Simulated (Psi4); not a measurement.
**HF/def2-TZVP (density fitting) run of B2Cl4 (SMILES ClB(Cl)B(Cl)Cl)**

Wanted: a short trajectory of B2Cl4. Input form: an ASE script.

The results are computed with Psi4 1.11.

**1. The system as given**

B2Cl4: 6 atoms, total charge 0, spin state singlet. As SMILES, `ClB(Cl)B(Cl)Cl`. The coordinates come from a PBE0-D4/def2-TZVP (4 decimals) relaxation. The run starts from this shape.

Bond lengths: Cl1–B2 1.741 Å, B2–Cl3 1.741 Å, B2–B4 1.684 Å, B4–Cl5 1.741 Å, B4–Cl6 1.741 Å. Angles: Cl1–B2–Cl3 119.8°, Cl1–B2–B4 120.1°, Cl3–B2–B4 120.1°, B2–B4–Cl5 120.1°, B2–B4–Cl6 120.1°, Cl5–B4–Cl6 119.8°.

**2. A short trajectory at HF/def2-TZVP (density fitting)**

File b2cl4.sdf:

```

     RDKit          3D

  6  5  0  0  0  0  0  0  0  0999 V2000
   -1.1236   -1.9729   -0.2367 Cl  0  0  0  0  0  0  0  0  0  0  0  0
   -0.1931   -0.6777    0.4612 B   0  0  0  0  0  0  0  0  0  0  0  0
    0.3371   -0.7887    2.1157 Cl  0  0  0  0  0  0  0  0  0  0  0  0
    0.1930    0.6778   -0.4611 B   0  0  0  0  0  0  0  0  0  0  0  0
    1.6652    0.7119   -1.3897 Cl  0  0  0  0  0  0  0  0  0  0  0  0
   -0.8785    2.0495   -0.4894 Cl  0  0  0  0  0  0  0  0  0  0  0  0
  2  1  1  0
  3  2  1  0
  4  2  1  0
  5  4  1  0
  6  4  1  0
M  END
$$$$
```

File b2cl4_ase.py:

```python
import numpy as np
from ase.calculators.psi4 import Psi4
from ase.io import read
from ase import units
from ase.md.velocitydistribution import MaxwellBoltzmannDistribution, Stationary
from ase.md.verlet import VelocityVerlet

atoms = read('b2cl4.sdf')
calc = Psi4(atoms=atoms, method='scf', basis='def2-TZVP', memory='1600MB', num_threads=1, charge=0, multiplicity=1, label='psi4-calc')
atoms.calc = calc

MaxwellBoltzmannDistribution(atoms, temperature_K=1000.0, rng=np.random.default_rng(95))
Stationary(atoms)
dyn = VelocityVerlet(atoms, 0.25 * units.fs)
def show():
    ep, ek = atoms.get_potential_energy(), atoms.get_kinetic_energy()
    print(f'step {dyn.nsteps:3d}  Epot {ep:14.6f}  Ekin {ek:9.6f}  Etot {ep + ek:14.6f} eV  T {atoms.get_temperature():7.1f} K')
dyn.attach(show)
dyn.run(25)
```

Run with:

```
$ python b2cl4_ase.py
```

What values should one expect? Wanted: potential energy of the last frame.

**Answer.** As computed:

At HF/def2-TZVP (density fitting):

```
                          quantity           value
potential energy of the last frame  -1887.58825 Eh
```
